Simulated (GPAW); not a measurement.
# Sn2PdAu (P-3m1) in GPAW: notebook

Runs on Sn2PdAu. Level: PBEsol. Tasks: single point.

Program: GPAW 26.7.0. These are calculated values, not measurements. Logs are shortened: lines on timing, memory, paths and dates and some standing lists are left out, and cuts for length are marked. The log counts tension as positive stress, the text compression.

**1. Starting point**

The structure is trigonal, space group P-3m1 (No. 164). The conventional cell has a = 3.996 Å, b = 3.996 Å, c = 5.470 Å, α = 90.00°, β = 90.00°, γ = 120.00°. Au (site symmetry -3m) is surrounded by 6 Sn at 2.72 Å and 2 Pd at 2.74 Å. Sn (site symmetry 3m) is surrounded by 3 Pd at 2.64 Å and 3 Au at 2.72 Å. Pd (site symmetry -3m) is surrounded by 6 Sn at 2.64 Å and 2 Au at 2.74 Å.

The cell comes from a database or a generator and needn't be the stable form of this composition.

**2. Single point, PBEsol, 18.92 Å³/atom**

run.py

```python
from ase import Atoms
from ase.dft.bandgap import bandgap
from ase.io import write
from ase.units import GPa
from gpaw import GPAW, PW, setup_paths

setup_paths.insert(0, '.')

atoms = Atoms(['Au', 'Sn', 'Sn', 'Pd'],
              cell=[[3.9964970412, 0.0, 0.0],
                    [-1.9982485206, 3.4610679638, 0.0],
                    [0.0, 0.0, 5.4703650048]],
              scaled_positions=[[0.0, 0.0, 0.5],
                                [0.6666666667, 0.3333333333, 0.76453037],
                                [0.3333333333, 0.6666666667, 0.23546963],
                                [0.0, 0.0, 0.0]],
              pbc=True)

calc = GPAW(mode=PW(600),
            xc='PBEsol',
            kpts={'size': (7, 7, 5), 'gamma': True},
            occupations={'name': 'fermi-dirac', 'width': 0.05},
            nbands=46,
            convergence={'density': 1e-05, 'energy': 1e-05},
            maxiter=150,
            txt='gpaw.txt')
atoms.calc = calc
energy = atoms.get_potential_energy()
forces = atoms.get_forces()
stress = atoms.get_stress()
calc.write('gs.gpw')
write('result.traj', atoms)
print(f'Energy: {energy:.6f} eV')
print('Forces (eV/A):')
print(forces.round(4))
print('Stress (GPa):', (stress / GPa).round(3))
print('Fermi level:', round(calc.get_fermi_level(), 4), 'eV')
print(f'Gap: {bandgap(calc)[0]:.4f} eV, direct: {bandgap(calc, direct=True)[0]:.4f} eV')
```

Potentials or basis: PAW data sets generated in the run's folder for this functional, pw.

Command:

```bash
> gpaw-setup -f PBEsol Au Pd Sn
> OMP_NUM_THREADS=1 python run.py
```

gpaw.txt:

```text
__  _  _
 | _ |_)|_||  |
 |__||  | ||/\| - 26.7.0

Input parameters:
  mode=PW(ecut=600.0),
  convergence={'density': 1e-05, 'energy': 1e-05},
  kpts=MonkhorstPack(size=(7, 7, 5), gamma=True),
  maxiter=150,
  nbands=46,
  occupations=Occupations(name='fermi-dirac', width=0.05),
  xc=XC(name='PBEsol')

Diagonalizing LCAO Hamiltonian
Converting LCAO to pw mode

             Sn

       AuSn

       Pd

Atoms  # Å, Bohr magnetons
|   | symbol |         x |        y |        z |    initial magnetic moments |
|---|--------|-----------|----------|----------|-----------------------------|
| 0 |     Au |  0.000000 | 0.000000 | 2.735183 | ( 0.0000,  0.0000,  0.0000) |
| 1 |     Sn |  1.998249 | 1.153689 | 4.182260 | ( 0.0000,  0.0000,  0.0000) |
| 2 |     Sn | -0.000000 | 2.307379 | 1.288105 | ( 0.0000,  0.0000,  0.0000) |
| 3 |     Pd |  0.000000 | 0.000000 | 0.000000 | ( 0.0000,  0.0000,  0.0000) |

Unit cell  # Å
| periodic |         x |        y |        z |  lengths |     angles |
|----------|-----------|----------|----------|----------|------------|
|      yes |  3.996497 | 0.000000 | 0.000000 | 3.996497 |  90.000000 |
|      yes | -1.998249 | 3.461068 | 0.000000 | 3.996497 |  90.000000 |
|      yes |  0.000000 | 0.000000 | 5.470365 | 5.470365 | 120.000000 |

Number of symmetries: 12
Symmetry operations  # r_c * U_cc + t_c -> r_c
|    | kind |            matrix            |
|----|------|------------------------------|
|  0 |  σ   |  1, 1, 0,  0,-1, 0,  0, 0, 1 |
|  1 |  S6  |  1, 1, 0, -1, 0, 0,  0, 0,-1 |
|  2 |  E   |  1, 0, 0,  0, 1, 0,  0, 0, 1 |
|  3 |  C2  |  1, 0, 0, -1,-1, 0,  0, 0,-1 |
|  4 |  C2  |  0, 1, 0,  1, 0, 0,  0, 0,-1 |
|  5 |  C3  |  0, 1, 0, -1,-1, 0,  0, 0, 1 |
|  6 |  S6  |  0,-1, 0,  1, 1, 0,  0, 0,-1 |
|  7 |  σ   |  0,-1, 0, -1, 0, 0,  0, 0, 1 |
|  8 |  σ   | -1, 0, 0,  1, 1, 0,  0, 0, 1 |
|  9 |  i   | -1, 0, 0,  0,-1, 0,  0, 0,-1 |
| 10 |  C3  | -1,-1, 0,  1, 0, 0,  0, 0, 1 |
| 11 |  C2  | -1,-1, 0,  0, 1, 0,  0, 0,-1 |

BZ-sampling:
  Number of BZ points: 245
  Number of IBZ points: 32

  Monkhorst-Pack size: [7, 7, 5]
  Monkhorst-Pack shift: [0, 0, 0]

K-points  # in reciprocal-cell coordinates
|     |                                coordinates |     weight |
|-----|--------------------------------------------|------------|
|   0 | (  0.00000000,   0.00000000,   0.00000000) | 0.00408163 |
|   1 | (  0.00000000,   0.00000000,   0.20000000) | 0.00816327 |
|   2 | (  0.00000000,   0.00000000,   0.40000000) | 0.00816327 |
|   3 | (  0.14285714,   0.00000000,  -0.40000000) | 0.02448980 |
|   4 | (  0.14285714,   0.00000000,  -0.20000000) | 0.02448980 |
|   5 | (  0.14285714,   0.00000000,   0.00000000) | 0.02448980 |
|   6 | (  0.14285714,   0.00000000,   0.20000000) | 0.02448980 |
|   7 | (  0.14285714,   0.00000000,   0.40000000) | 0.02448980 |
|   8 | (  0.28571429,  -0.14285714,   0.00000000) | 0.02448980 |
|   9 | (  0.28571429,  -0.14285714,   0.20000000) | 0.04897959 |
| ... |                                            |            |
|  31 | (  0.42857143,   0.42857143,   0.40000000) | 0.04897959 |

Plane wave coefficients: 2543
Cutoff: 600.0 eV

Spin-components: 1 (collinear spins)
Bands:           46
Projectors:      24
Spin-degeneracy: 2
Datatype:        complex128

Parallelization:
  kpt:    1
  domain: 1
  band:   1

Density:
  Valence electrons: 55.0
  Components: 1
  Grid points: [24 24 32]
  Charge: 0.0  # |e|

Potential:
  Grid points: [24 24 32]

species:
  Au:
    name:    Gold
    Z:       79.0
    valence: 11
    core:    68
    charge:  0.0  # [|e|]
    compensation charges:
      type: gauss
      rc: 0.42  # [Å]
      lmax: 2
    cutoffs:
      filter: 2.33  # [Å]
      core: 2.81  # [Å]
    projectors
    | kind |    occ | energy [eV] | rcut [Å] |
    |------|--------|-------------|----------|
    |   6s |  1.000 |      -5.766 |    1.323 |
    |   6p |  0.000 |      -0.708 |    1.323 |
    |   5d | 10.000 |      -6.915 |    1.323 |
    |    s |        |      21.446 |    1.323 |
    |    p |        |      26.504 |    1.323 |
    |    d |        |      20.296 |    1.323 |

    Using partial waves for Au as LCAO basis

  Sn:
    name:    Tin
    Z:       50.0
    valence: 14
    core:    36
    charge:  0.0  # [|e|]
    compensation charges:
      type: gauss
      rc: 0.38  # [Å]
      lmax: 2
    cutoffs:
      filter: 2.23  # [Å]
      core: 2.35  # [Å]
    projectors
    | kind |    occ | energy [eV] | rcut [Å] |
    |------|--------|-------------|----------|
    |   5s |  2.000 |     -10.584 |    1.201 |
    |   5p |  2.000 |      -3.711 |    1.270 |
    |   4d | 10.000 |     -25.798 |    1.185 |
    |    s |        |      16.628 |    1.201 |
    |    p |        |      23.501 |    1.270 |
    |    d |        |       1.413 |    1.185 |

    Using partial waves for Sn as LCAO basis

  Pd:
    name:    Palladium
    Z:       46.0
    valence: 16
    core:    30
    charge:  0.0  # [|e|]
    compensation charges:
      type: gauss
      rc: 0.38  # [Å]
      lmax: 2
    cutoffs:
      filter: 2.38  # [Å]
      core: 2.28  # [Å]
    projectors
    | kind |    occ | energy [eV] | rcut [Å] |
    |------|--------|-------------|----------|
    |   5s |  0.000 |      -3.290 |    1.228 |
    |   4p |  6.000 |     -51.151 |    1.360 |
    |   5p |  0.000 |      -0.235 |    1.360 |
    |   4d | 10.000 |      -4.049 |    1.228 |
    |    s |        |      23.922 |    1.228 |
    |    d |        |      23.162 |    1.228 |

    Using partial waves for Pd as LCAO basis

Reference energy: -989488.062599  # eV

eigensolver:
  PPCG
  Converge bands: occupied
  niter=2

density mixing:
  MSR1-Mixer
  Pratt-step length: 0.05
  Maximum mixing coefficient: 0.75
  Old densities: 10
  SVD Regularization: 0.005
  Good broyden scale: 1.0
  Trust region scale: 1.0
  Backstep threshold: 4.0
  History deletion threshold: 6.0
  Fourier metric: weight=20.0, sigma=0.015

occupation numbers:
  Fermi-Dirac:
    width: 0.0500  # eV

poisson solver:
  ecut: 4800.0  # eV

xc functional:
  name: PBEsol with 2 nearest neighbor stencil

convergence criteria:
- Maximum integral of absolute [dens]ity change: 1e-05 electrons / valence electron
- Maximum [total energy] change in last 3 cyles: 1e-05 eV / valence electron
- Maximum integral of absolute [eigenst]ate change: 4e-08 eV^2 / valence electron
maximum number of iterations: 150

SCF iterations
|iter     | |      energy | eigst |  dens |
|---------|-|-------------|-------|-------|
|iter:   1| |  -21.546643 | +0.50 |       |
|iter:   2| |  -20.656560 | -1.37 | -1.10 |
|iter:   3| |  -18.980684 | -1.00 | -1.15 |
|iter:   4| |  -18.651558 | -2.15 | -1.73 |
|iter:   5| |  -18.620625 | -3.02 | -2.05 |
|iter:   6| |  -18.609625 | -3.40 | -2.17 |
|iter:   7| |  -18.609269 | -4.56 | -2.94 |
|iter:   8| |  -18.609301c| -5.21 | -3.37 |
|iter:   9| |  -18.609307c| -6.46 | -4.06 |
|iter:  10| |  -18.609307c| -7.32 | -4.67 |
|iter:  11| |  -18.609307c| -7.58c| -4.98 |
|iter:  12| |  -18.609307c| -7.97c| -5.38c|

Converged in 12 steps
Energy contributions relative to reference atoms: (reference = -989488.062599)

Energy contributions:
  Kinetic:          19.744030
  Coulomb:         -20.209761
  Zero:             -0.055988
  External:          0.000000
  Xc:              -18.082288
  Entropy:          -0.010601
  Spinorbit:         0.000000
  ----------------------------
  Free energy:     -18.614608
  Extrapolated:    -18.609307

dipole moment: (-12.924231, -22.385425, -16.298476)  # |e|*Ang

Fermi level: 10.001
Eigenvalues  # (at kpt = [0.000, 0.000, 0.000])
| band index |      eig [eV] | occ [0-2] |
|------------|---------------|-----------|
|          0 |       -41.038 |     2.000 |
|        ... |               |           |
|         18 |         3.643 |     2.000 |
|         19 |         4.387 |     2.000 |
|         20 |         4.387 |     2.000 |
|         21 |         5.808 |     2.000 |
|         22 |         5.808 |     2.000 |
|         23 |         6.808 |     2.000 |
[... 8 lines left out ...]
|         32 |        16.377 |     0.000 |
|         33 |        16.723 |     0.000 |
|        ... |               |           |
|         45 |        24.550 |     0.000 |

No gap
No difference between direct/indirect transitions

Forces  # eV/Ang
|        x |        y |        z |
|----------|----------|----------|
|  0.00000 | -0.00000 |  0.00000 |  # Au   0
| -0.00000 | -0.00000 | -0.02939 |  # Sn   1
|  0.00000 |  0.00000 |  0.02939 |  # Sn   2
|  0.00000 |  0.00000 |  0.00000 |  # Pd   3

Stress tensor  # eV/Ang^3
|         x |         y |         z |
|-----------|-----------|-----------|
| -0.089694 | -0.000000 |  0.000000 |
| -0.000000 | -0.089694 | -0.000000 |
|  0.000000 |  0.000000 | -0.083783 |

# Writing to gs.gpw (mode='')
```

It took 85 s on 1 thread of Arm Neoverse V2, shared host; peak memory 0.24 GiB.

What came out:

| Property | Result |
| --- | --- |
| Free energy | -18.6146 eV |
| Pressure | 14.1 GPa |
| Largest force | 0.029 eV/Å |
| Band gap on the k mesh | none (metal or under the smearing width) |

Caveat: with this Au data set, volumes or pressures lay over 1.5 % or 2 GPa off other programs in two to four cells of ten; the density grid can change from cell to cell, which puts small steps into energies and stress.

**3. Single point, PBEsol, 20.12 Å³/atom**

Edit run.py of step 2 so:

```diff
@@ -9,5 +9,5 @@
 atoms = Atoms(['Au', 'Sn', 'Sn', 'Pd'],
-              cell=[[3.9964970412, 0.0, 0.0],
-                    [-1.9982485206, 3.4610679638, 0.0],
-                    [0.0, 0.0, 5.4703650048]],
+              cell=[[4.0797573963, 0.0, 0.0],
+                    [-2.0398786981, 3.5331735464, 0.0],
+                    [0.0, 0.0, 5.5843309424]],
               scaled_positions=[[0.0, 0.0, 0.5],
```

Potentials or basis: PAW data sets generated in the run's folder for this functional, pw.

Command:

```bash
> gpaw-setup -f PBEsol Au Pd Sn
> OMP_NUM_THREADS=1 python run.py
```

It took 87 s on 1 thread of Arm Neoverse V2, shared host; peak memory 0.25 GiB.

The run converged. Its results:

- Free energy: -18.8858 eV
- Pressure: 4.5 GPa
- Band gap on the k mesh: none (metal or under the smearing width)

Caveat: with this Au data set, volumes or pressures lay over 1.5 % or 2 GPa off other programs in two to four cells of ten; the density grid can change from cell to cell, which puts small steps into energies and stress.
